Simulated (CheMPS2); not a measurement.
**A workflow on InH2F (SMILES [F][InH2])**

Aim: a series of 14 runs (DMRG/STO-6G) of FH2In. The setting varied is the bond dimension. 

Program for the calculation: CheMPS2 1.8.12.

## (1) The system as given

InH2F has 4 atoms, charge 0, and is taken as a singlet. SMILES: `[F][InH2]`. The shape is that of a PBE0-D4/def2-TZVP optimisation.

Bond lengths: F1–In2 1.961 Å, In2–H3 1.702 Å, In2–H4 1.702 Å. Angles: F1–In2–H3 110.4°, F1–In2–H4 110.4°, H3–In2–H4 139.2°.

## (2) The energy at DMRG/STO-6G (ground state) (run 1)

prepare.py

```python
import numpy as np
from pyscf import ao2mo, gto, lo, mcscf, scf
from pyscf.tools import fcidump

mol = gto.M(atom="""
F
In 1 1.961097
H 2 1.702273 1 110.38202
H 2 1.702278 3 139.23802 1 179.99743
""", basis="sto-6g", charge=0, verbose=3)
print("basis functions = %d" % (mol.nao))
mf = scf.RHF(mol)
mf.conv_tol = 1e-10
mf.max_cycle = 200
mf.kernel()
if not mf.converged:
    mf = mf.newton().run(mf.mo_coeff, mf.mo_occ)
print("E(HF) = %.10f" % (mf.e_tot))
# localise doubly occupied and virtual orbitals apart
mo = mf.mo_coeff.copy()
for a, b in ((19, 30), (30, 34)):
    if b - a > 1:
        mo[:, a:b] = lo.Boys(mol, mo[:, a:b]).kernel()
mf.mo_coeff = mo
# write the integrals of the correlated orbitals
cas = mcscf.CASCI(mf, 15, 22)
h1, ecore = cas.get_h1eff()
fcidump.from_integrals("FCIDUMP", h1, cas.get_h2eff(), 15, 22, nuc=ecore, ms=0)
# exact diagonalisation in the same space
ci = mcscf.CASCI(mf, 15, (11, 11))
ci.fix_spin_(ss=0)
ci.fcisolver.conv_tol = 1e-10
ci.fcisolver.max_cycle = 200
ci.kernel()
print(f"exact diagonalisation = {ci.e_tot:.10f}")
```

chemps2.input

```
FCIDUMP = FCIDUMP
GROUP = 0
MULTIPLICITY = 1
NELECTRONS = 22
IRREP = 0
EXCITATION = 0
SWEEP_STATES = 4, 5, 5
SWEEP_ENERGY_CONV = 1e-05, 1e-05, 1e-07
SWEEP_MAX_SWEEPS = 3, 4, 6
SWEEP_NOISE_PREFAC = 0.05, 0.005, 0.0
SWEEP_DVDSON_RTOL = 3e-05, 3e-05, 3e-06
NOCC = 0
NACT = 15
NVIR = 0
MOLCAS_FIEDLER = TRUE
PRINT_CORR = TRUE
TMP_FOLDER = .
```

On the command line:

```sh
$ python prepare.py
```

Output:

```text
$ python prepare.py
basis functions = 34
converged SCF energy = -5812.76932423978
E(HF) = -5812.7693242398
```

Wall time 90 s (1 thread of Arm Neoverse V1, shared host).

The run was cut off at its time limit.

## (3) A single-point energy at DMRG/STO-6G (ground state) (run 2)

integrals.py

```python
import numpy as np
from pyscf import ao2mo, gto, lo, mcscf, scf
from pyscf.tools import fcidump

geom = """
F
In 1 1.961097
H 2 1.702273 1 110.38202
H 2 1.702278 3 139.23802 1 179.99743
"""
mol = gto.M(
    atom=geom,
    basis="sto-6g",
    spin=0,
    verbose=3,
    max_memory=2000,
)
print("basis functions          = %d" % (mol.nao))
mf = scf.RHF(mol)
mf.conv_tol = 1e-10
mf.max_cycle = 200
mf.kernel()
if not mf.converged:
    mf = mf.newton().run(mf.mo_coeff, mf.mo_occ)
print("SCF energy               = %.10f" % (mf.e_tot))
mo = mf.mo_coeff.copy()
for a, b in ((19, 30), (30, 34)):
    if b - a > 1:
        mo[:, a:b] = lo.Boys(mol, mo[:, a:b]).kernel()
mf.mo_coeff = mo
cas = mcscf.CASCI(mf, 15, 22)
h1, ecore = cas.get_h1eff()
fcidump.from_integrals("FCIDUMP", h1, cas.get_h2eff(), 15, 22, nuc=ecore, ms=0)
```

dmrg.input

```
FCIDUMP = FCIDUMP
GROUP = 0
MULTIPLICITY = 1
NELECTRONS = 22
IRREP = 0
EXCITATION = 0
SWEEP_STATES = 5, 10, 10
SWEEP_ENERGY_CONV = 1e-05, 1e-05, 1e-07
SWEEP_MAX_SWEEPS = 3, 4, 6
SWEEP_NOISE_PREFAC = 0.05, 0.005, 0.0
SWEEP_DVDSON_RTOL = 3e-05, 3e-05, 3e-06
NOCC = 0
NACT = 15
NVIR = 0
MOLCAS_FIEDLER = TRUE
PRINT_CORR = TRUE
TMP_FOLDER = .
```

On the command line:

```sh
$ python integrals.py && chemps2 --file=dmrg.input
```

Output:

```text
$ python integrals.py
basis functions          = 34
converged SCF energy = -5812.76932423978
SCF energy               = -5812.7693242398

$ chemps2 --file=dmrg.input

Running chemps2 version 1.8.12 () with the following options:

   FCIDUMP            = FCIDUMP
   GROUP              = c1
   MULTIPLICITY       = 1
   NELECTRONS         = 22
   IRREP              = A
   EXCITATION         = 0
   SWEEP_STATES       = [ 5 ; 10 ; 10 ]
   SWEEP_ENERGY_CONV  = [ 1e-05 ; 1e-05 ; 1e-07 ]
   SWEEP_MAX_SWEEPS   = [ 3 ; 4 ; 6 ]
   SWEEP_NOISE_PREFAC = [ 0.05 ; 0.005 ; 0 ]
   SWEEP_DVDSON_RTOL  = [ 3e-05 ; 3e-05 ; 3e-06 ]
   NOCC               = [ 0 ]
   NACT               = [ 15 ]
   NVIR               = [ 0 ]
   MOLCAS_2RDM        =
   MOLCAS_3RDM        =
   MOLCAS_F4RDM       =
   MOLCAS_FOCK        =
   MOLCAS_FIEDLER     = TRUE
   MOLCAS_MPS         = FALSE
   MOLCAS_STATE_AVG   = FALSE
   PRINT_CORR         = TRUE
   TMP_FOLDER         = .

CheMPS2::Hamiltonian : Reading FCIDUMP file FCIDUMP
CheMPS2::Hamiltonian : Finished reading FCIDUMP file FCIDUMP
   EdmistonRuedenberg::FiedlerGlobal : Cost function at start = 117.228914103462
   EdmistonRuedenberg::FiedlerGlobal : Cost function at end   = 34.0371491130858
   EdmistonRuedenberg::FiedlerGlobal : Reordering = [ 7, 0, 8, 10, 13, 11, 12, 9, 6, 14, 1, 3, 4, 2, 5 ].

   CheMPS2: a spin-adapted implementation of DMRG for ab initio quantum chemistry

   Stats: nIt(DAVIDSON) = 10
Energy at sites (13, 14) is -5806.73031542105
   Stats: nIt(DAVIDSON) = 6
Energy at sites (12, 13) is -5808.07043343295
   Stats: nIt(DAVIDSON) = 5
Energy at sites (11, 12) is -5809.08048275709
   Stats: nIt(DAVIDSON) = 12
Energy at sites (10, 11) is -5809.87106381221
   Stats: nIt(DAVIDSON) = 13
Energy at sites (9, 10) is -5810.53372321545
   Stats: nIt(DAVIDSON) = 13
Energy at sites (8, 9) is -5810.89020650253
   Stats: nIt(DAVIDSON) = 11
Energy at sites (7, 8) is -5811.08766111712
   Stats: nIt(DAVIDSON) = 11
Energy at sites (6, 7) is -5811.74430664297
   Stats: nIt(DAVIDSON) = 10
Energy at sites (5, 6) is -5811.8245489382
   Stats: nIt(DAVIDSON) = 17
Energy at sites (4, 5) is -5812.11120495983
   Stats: nIt(DAVIDSON) = 6
Energy at sites (3, 4) is -5812.11716280198
   Stats: nIt(DAVIDSON) = 7
Energy at sites (2, 3) is -5812.11958650817
   Stats: nIt(DAVIDSON) = 6
Energy at sites (1, 2) is -5812.12288873195
******************************************************************
***  Information on left sweep 0 of instruction 0:
***     Elapsed wall time        = 3.025489 seconds
***     Minimum energy           = -5812.12288873195
***     Maximum discarded weight = 0
******************************************************************
   Stats: nIt(DAVIDSON) = 2
Energy at sites (0, 1) is -5812.12288863714
   Stats: nIt(DAVIDSON) = 3
Energy at sites (1, 2) is -5812.12288873188
   Stats: nIt(DAVIDSON) = 7
Energy at sites (2, 3) is -5812.12352844538
   Stats: nIt(DAVIDSON) = 7
Energy at sites (3, 4) is -5812.12355673282
   Stats: nIt(DAVIDSON) = 6
Energy at sites (4, 5) is -5812.12362615614
   Stats: nIt(DAVIDSON) = 14
Energy at sites (5, 6) is -5812.23025558265
   Stats: nIt(DAVIDSON) = 11
Energy at sites (6, 7) is -5812.45804381283
   Stats: nIt(DAVIDSON) = 10
Energy at sites (7, 8) is -5812.52740275212
   Stats: nIt(DAVIDSON) = 7
Energy at sites (8, 9) is -5812.52987453775
   Stats: nIt(DAVIDSON) = 6
Energy at sites (9, 10) is -5812.55213421254
   Stats: nIt(DAVIDSON) = 5
Energy at sites (10, 11) is -5812.55255454259
   Stats: nIt(DAVIDSON) = 3
Energy at sites (11, 12) is -5812.55254225136
   Stats: nIt(DAVIDSON) = 2
Energy at sites (12, 13) is -5812.55254332661
******************************************************************
***  Information on right sweep 0 of instruction 0:
***     Elapsed wall time        = 0.615547 seconds
***     Minimum energy           = -5812.55255454259
***     Maximum discarded weight = 0.00214364431185362
***     Energy difference with respect to previous leftright sweep = 5812.55254332661
******************************************************************
[... 13 site updates ...]
******************************************************************
***  Information on left sweep 1 of instruction 0:
***     Elapsed wall time        = 0.265722 seconds
***     Minimum energy           = -5812.5996320118
***     Maximum discarded weight = 0.00269626394472843
******************************************************************
[... 13 site updates ...]
******************************************************************
***  Information on right sweep 1 of instruction 0:
***     Elapsed wall time        = 0.209339 seconds
***     Minimum energy           = -5812.6087469077
***     Maximum discarded weight = 0.00256307105193176
***     Energy difference with respect to previous leftright sweep = 0.0548202322779616
[... 5 lines left out ...]
***     Minimum energy           = -5812.61108510763
***     Maximum discarded weight = 0.00277905778047983
[... 5 lines left out ...]
***     Minimum energy           = -5812.61119284607
***     Maximum discarded weight = 0.00280765272734651
[... 7 lines left out ...]
***     Maximum discarded weight during the last sweep     = 0.00280765272734651
[... 5 lines left out ...]
***     Minimum energy           = -5812.6174481348
***     Maximum discarded weight = 0.000142588245409433
[... 5 lines left out ...]
***     Minimum energy           = -5812.79012803432
***     Maximum discarded weight = 0.000180085537856685
[... 6 lines left out ...]
***     Minimum energy           = -5812.81693254485
***     Maximum discarded weight = 0.000136339949552065
[... 5 lines left out ...]
***     Minimum energy           = -5812.82125663317
***     Maximum discarded weight = 0.000227078702145928
[... 6 lines left out ...]
***     Minimum energy           = -5812.82341687504
***     Maximum discarded weight = 0.000235965546875966
[... 5 lines left out ...]
***     Minimum energy           = -5812.8236233364
***     Maximum discarded weight = 0.000175604682367151
[... 6 lines left out ...]
***     Minimum energy           = -5812.82363959715
***     Maximum discarded weight = 0.000183908824076624
[... 5 lines left out ...]
***     Minimum energy           = -5812.82370310869
***     Maximum discarded weight = 0.00018150874504657
[... 7 lines left out ...]
***     Maximum discarded weight during the last sweep     = 0.00018150874504657
[... 5 lines left out ...]
***     Minimum energy           = -5812.82371207662
***     Maximum discarded weight = 0.000184146286510578
[... 5 lines left out ...]
***     Minimum energy           = -5812.82372863265
***     Maximum discarded weight = 0.000184709930335466
[... 6 lines left out ...]
***     Minimum energy           = -5812.82372988076
***     Maximum discarded weight = 0.000185094223342373
[... 5 lines left out ...]
***     Minimum energy           = -5812.8239816392
***     Maximum discarded weight = 0.000183629531982389
[... 6 lines left out ...]
***     Minimum energy           = -5812.82973277643
***     Maximum discarded weight = 0.000220587682592433
[... 5 lines left out ...]
***     Minimum energy           = -5812.83484676112
***     Maximum discarded weight = 0.000643543410598798
[... 6 lines left out ...]
***     Minimum energy           = -5812.83545540739
***     Maximum discarded weight = 0.00109296453152606
[... 5 lines left out ...]
***     Minimum energy           = -5812.83576810393
***     Maximum discarded weight = 0.00116136396983572
[... 6 lines left out ...]
***     Minimum energy           = -5812.83573525368
***     Maximum discarded weight = 0.00112475243235031
[... 5 lines left out ...]
***     Minimum energy           = -5812.83573530661
***     Maximum discarded weight = 0.0011247540663623
[... 6 lines left out ...]
***     Minimum energy           = -5812.83573346912
***     Maximum discarded weight = 0.00112264684543334
[... 5 lines left out ...]
***     Minimum energy           = -5812.83573346972
***     Maximum discarded weight = 0.00112264548983145
[... 6 lines left out ...]
***     Minimum energy encountered during the last sweep   = -5812.83573346972
***     Maximum discarded weight during the last sweep     = 0.00112264548983145
******************************************************************
********************************************
***  2-RDM and Correlations calculation  ***
********************************************
   N(N-1)                     = 462
   Double trace of DMRG 2-RDM = 462.000000000001
   Econst + 0.5 * trace(2DM-A * Ham) = -5812.83419581108
   NOON of irrep A = [ 1.99998671190335 , 1.99996964182366 , 1.99993226365502 , 1.99986105818336 , 1.99973937946628 , 1.99931349139891 , 1.99891142975972 , 1.98021595030062 , 1.97378453082084 , 1.96939385241362 , 1.96024322563113 , 0.0476788974895201 , 0.0297017551992017 , 0.0225504968420089 , 0.0187173151127951 ].
   Single-orbital entropies (Hamiltonian index order is used!) = [ 0.0490915628149494 , 0.00709477254398765 , 0.000183690339540651 , 0.00297631008383021 , 0.00145883351722082 , 8.59410569900534e-05 , 0.0862389775860488 , 0.00522341508590485 , 0.150397791708847 , 0.0857738039237174 , 0.137014029445818 , 0.15872085446042 , 0.193877222469058 , 0.149525097933881 , 0.094656535579811 ].
   Idistance(0) = 0.906204515231816
   Idistance(1) = 2.07114127716758
   Idistance(2) = 5.78338630040583
***************************************************
***  Timing information 2-RDM and Correlations  ***
***************************************************
***     Elapsed wall time        = 0.194665 seconds
***************************************************
--------------------------------------------------------
Spin correlation function = 4 * ( < S_i^z S_j^z > - < S_i^z > * < S_j^z > )
Hamiltonian index order is used!

   Columns 1 to 8

    0.006327   -0.000001   -0.000000   -0.000000   -0.000000    0.000000   -0.000002   -0.000027
   -0.000001    0.000615   -0.000000   -0.000021   -0.000004    0.000000   -0.000233   -0.000000
   -0.000000   -0.000000    0.000000   -0.000000    0.000000   -0.000000   -0.000000   -0.000000
[... 11 lines of this table left out ...]
   -0.000009    0.000014    0.000000   -0.000002   -0.000108   -0.000000   -0.000139   -0.000348

   Columns 9 to 15

   -0.000202   -0.000003   -0.003213    0.000180   -0.001188   -0.001862   -0.000009
    0.000005   -0.000167   -0.000002   -0.000049   -0.000130   -0.000027    0.000014
    0.000000   -0.000000   -0.000000   -0.000000   -0.000000   -0.000000    0.000000
[... 11 lines of this table left out ...]
    0.000029   -0.000034    0.000053   -0.000033   -0.009232   -0.001682    0.011491

--------------------------------------------------------
Spin-flip correlation function = < S_i^+ S_j^- > + < S_i^- S_j^+ >
Hamiltonian index order is used!

   Columns 1 to 8

    0.006327   -0.000001   -0.000000   -0.000000   -0.000000    0.000000   -0.000002   -0.000027
   -0.000001    0.000615   -0.000000   -0.000021   -0.000004    0.000000   -0.000233   -0.000000
   -0.000000   -0.000000    0.000000   -0.000000    0.000000   -0.000000   -0.000000    0.000000
[... 11 lines of this table left out ...]
   -0.000009    0.000014    0.000000   -0.000002   -0.000108   -0.000000   -0.000139   -0.000348

   Columns 9 to 15

   -0.000202   -0.000003   -0.003213    0.000180   -0.001188   -0.001862   -0.000009
    0.000005   -0.000167   -0.000002   -0.000049   -0.000130   -0.000027    0.000014
    0.000000   -0.000000   -0.000000   -0.000000   -0.000000   -0.000000    0.000000
[... 11 lines of this table left out ...]
    0.000029   -0.000034    0.000053   -0.000033   -0.009232   -0.001682    0.011491

--------------------------------------------------------
Density correlation function = < n_i n_j > - < n_i > * < n_j >
Hamiltonian index order is used!

   Columns 1 to 8

    0.009391    0.000002   -0.000000    0.000002    0.000001   -0.000000   -0.000049    0.000021
    0.000002    0.001230   -0.000000    0.000021    0.000043    0.000000    0.000249   -0.000000
   -0.000000   -0.000000    0.000061   -0.000000    0.000000    0.000000   -0.000001   -0.000000
[... 11 lines of this table left out ...]
   -0.000019   -0.000113    0.000000   -0.000023   -0.000184   -0.000011   -0.017862   -0.000394

   Columns 9 to 15

    0.002746   -0.000047    0.002958   -0.002853   -0.004861   -0.007292   -0.000019
    0.000036    0.000155    0.000009   -0.000815   -0.000483   -0.000335   -0.000113
   -0.000000   -0.000001   -0.000001   -0.000020   -0.000022   -0.000016    0.000000
[... 11 lines of this table left out ...]
   -0.000076   -0.017850   -0.000333    0.000045    0.009267    0.001914    0.025638

--------------------------------------------------------
Singlet diradical correlation function = < d_i,up d_j,down > + < d_i,down d_j,up > - < d_i,up > * < d_j,down > - < d_i,down > * < d_j,up >
Hamiltonian index order is used!

   Columns 1 to 8

   -0.000020    0.000002   -0.000000    0.000001    0.000000   -0.000000    0.000012    0.000025
    0.000002   -0.000000    0.000000    0.000021    0.000023    0.000000    0.000253   -0.000000
   -0.000000    0.000000   -0.000000    0.000000    0.000000    0.000000    0.000000   -0.000000
[... 11 lines of this table left out ...]
    0.000011    0.000046    0.000000    0.000012    0.000110    0.000000    0.000141    0.000372

   Columns 9 to 15

    0.001457    0.000012    0.003167    0.001266    0.001948    0.002614    0.000011
    0.000018    0.000169    0.000007    0.000045    0.000152    0.000040    0.000046
    0.000000    0.000000   -0.000000    0.000000    0.000000    0.000000    0.000000
[... 11 lines of this table left out ...]
    0.000013    0.000055    0.000154    0.000044    0.009141    0.001802   -0.000066

--------------------------------------------------------
Two-orbital mutual information = 0.5 * ( s1(i) + s1(j) - s2(i,j) ) * ( 1 - delta(i,j) )
Hamiltonian index order is used!

   Columns 1 to 8

    0           0.000011    0.000002    0.000004    0.000000    0.000001    0.000028    0.000227
    0.000011    0           0.000025    0.000322    0.000123    0.000009    0.001275    0.000004
    0.000002    0.000025    0           0.000015    0.000001    0.000004    0.000020    0.000001
[... 11 lines of this table left out ...]
    0.000007    0.000135    0.000001    0.000020    0.000548    0.000025    0.018328    0.001091

   Columns 9 to 15

    0.003347    0.000029    0.012604    0.003327    0.005578    0.010875    0.000007
    0.000092    0.000666    0.000021    0.001053    0.000780    0.000369    0.000135
    0.000013    0.000020    0.000002    0.000042    0.000037    0.000025    0.000001
[... 11 lines of this table left out ...]
    0.000007    0.018219    0.000185    0.000129    0.024348    0.002820    0

--------------------------------------------------------
```

Run time: 15 s. Hardware: 1 thread of Arm Neoverse V1, shared host; peak memory 0.12 GiB.

Runs 3 to 5 aren't shown in full; the table further down has their settings and results.

[end of part 1 of 3]
